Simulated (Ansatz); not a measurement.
The system is NaLaMnMoO6.

```
Na La Mn Mo O
1.0
    -2.72294    2.72294    3.89889
     2.72294   -2.72294    3.89889
     2.72294    2.72294   -3.89889
Na La Mn Mo O
1 1 1 1 6
Cartesian
  2.7229 0.0000 1.9494
  0.0000 2.7229 1.9494
  0.0000 0.0000 3.8989
  0.0000 0.0000 0.0000
  1.6123 1.1308 0.0001
  1.5921 -1.1106 3.8988
  1.1106 1.5921 3.8990
  1.1308 3.8336 -0.0001
  0.0000 0.0000 1.9646
  0.0000 0.0000 5.8332
```

The cell was built by a generator and needn't be a form met in nature.

Base run:

| Quantity | Value |
| --- | --- |
| Program | Ansatz 0.2.0 |
| Functional | PBEsol |
| Potentials or basis | all-electron LAPW, scalar-relativistic |
| Cutoff | 404 eV (chosen from the basis error) |
| Basis error allowed | 0.002 eV/atom |
| k mesh | 5 × 5 × 5 |
| Occupations | fermi-dirac, width 0.05 eV |
| Spin | collinear spin, ferromagnetic start |
| Starting moments | [0.0, 0.0, 4.0, 1.0, 0.0, 0.0, 0.0, 0.0, 0.0, 0.0] μB |

Its results: pressure -6.1 GPa; net moment 2.18 μB per cell; site moments Na +0.00; La -0.01; Mn +2.50; Mo -0.40; O +0.02, +0.01 μB; largest force 0.164 eV/Å.

Problem. After a change of settings the same cell gave: pressure -12.2 GPa; net moment 1.99 μB per cell; site moments Na +0.00; La -0.01; Mn +2.25; Mo -0.35; O +0.02, +0.01 μB; largest force 0.150 eV/Å. Which change was it?
A. functional from PBEsol to PBE; k mesh from 5 × 5 × 5 to 7 × 7 × 7
B. functional from PBEsol to LDA
C. functional from PBEsol to PBE; k mesh from 5 × 5 × 5 to 4 × 4 × 4

Solution. B.

LDA binds more tightly than PBEsol, so the same cell stands under less pressure.

Caveats: the k mesh is thin for a metal, which can move the energy by tens of meV per atom; a cell with one magnetic atom can't hold antiferromagnetic order, which such compounds often take; the starting moments weren't kept.
